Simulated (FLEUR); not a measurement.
**Sn3Te: band structure with r2SCAN**

The system is Sn3Te.

```
Te Sn
1.0
     4.86562    0.00000    0.00000
     0.00000    4.86562    0.00000
     0.00000    0.00000    4.86562
Te Sn
1 3
Cartesian
  0.0000 0.0000 0.0000
  0.0000 2.4328 2.4328
  2.4328 0.0000 2.4328
  2.4328 2.4328 0.0000
```

The cell comes from a database or a generator and needn't be the stable form of this composition.

| Item | Value |
| --- | --- |
| Program | FLEUR MaX-R8.1 (later development tree) |
| Task | band structure |
| Functional | r2SCAN |
| Potentials or basis | all-electron |
| Basis | FLAPW |
| Kmax | 4.1 1/bohr |
| k mesh | 6 × 6 × 6 |
| Occupations | fermi-dirac, width 0.05 eV |
| Spin | no spin polarisation |
| Gmax | 12.7 1/bohr |
| Muffin-tin radii | Te 2.66, Sn 2.66 bohr |
| lmax | Te 10, Sn 10 |
| lnonsphr | Te 10, Sn 10 |
| Local orbitals a species | Te 6, Sn 5 |
| Max iterations | 80 |
| Mixing factor | 0.05 |
| Mixer | Anderson |
| Mixer history | 30 |
| Density convergence | 0.0001 me/bohr^3 |

The band gap along the path is none (metal or under the smearing width). The valence electrons inside the program's atomic spheres are Te 20.04; Sn 20.11 (radii Te 2.66, Sn 2.66 bohr).

Levels at the corners of the path, in eV from the Fermi level:
```
point  band 40  band 41  band 42  band 43  band 44  band 45  band 46  band 47
    Γ    -4.47    -4.47    -4.47     0.38     0.38     0.38     2.06     2.06
    X    -3.30    -3.30    -1.86    -1.86    -1.58    -0.22     2.06     2.37
    M    -2.45    -1.96    -1.96    -1.86    -0.66    -0.09    -0.09     0.05
    Γ    -4.47    -4.47    -4.47     0.38     0.38     0.38     2.06     2.06
    R    -5.43    -5.43    -5.43    -4.59     2.99     2.99     2.99     5.68
    X    -3.30    -3.30    -1.86    -1.86    -1.58    -0.22     2.06     2.37
    M    -2.45    -1.96    -1.96    -1.86    -0.66    -0.09    -0.09     0.05
    R    -5.43    -5.43    -5.43    -4.59     2.99     2.99     2.99     5.68
```

Core levels (eV from the Fermi level):
```tsv
atom	levels
1 Te	1s1/2 -31604.8, 2s1/2 -4841.4, 2p1/2 -4535.1, 2p3/2 -4260.6, 3s1/2 -960.0, 3p1/2 -834.2, 3p3/2 -783.0, 4s1/2 -159.8, 3d3/2 -561.4, 3d5/2 -550.7
2 Sn	1s1/2 -28993.0, 2s1/2 -4372.1, 2p1/2 -4083.1, 2p3/2 -3852.4, 3s1/2 -840.4, 3p1/2 -723.0, 3p3/2 -680.9, 3d3/2 -473.9, 3d5/2 -465.2
3 Sn	1s1/2 -28993.0, 2s1/2 -4372.1, 2p1/2 -4083.1, 2p3/2 -3852.4, 3s1/2 -840.4, 3p1/2 -723.0, 3p3/2 -680.9, 3d3/2 -473.9, 3d5/2 -465.2
4 Sn	1s1/2 -28993.0, 2s1/2 -4372.1, 2p1/2 -4083.1, 2p3/2 -3852.4, 3s1/2 -840.4, 3p1/2 -723.0, 3p3/2 -680.9, 3d3/2 -473.9, 3d5/2 -465.2
```

It took 5.1 min on 1 thread of Arm Neoverse V2, with other jobs on the host, peak memory 0.11 GiB.

Caveat: the meta-GGA is that of a development version, with a GGA for the radial functions and cores and without core tails; spin-orbit coupling is left out, which moves the levels of the heavy elements.
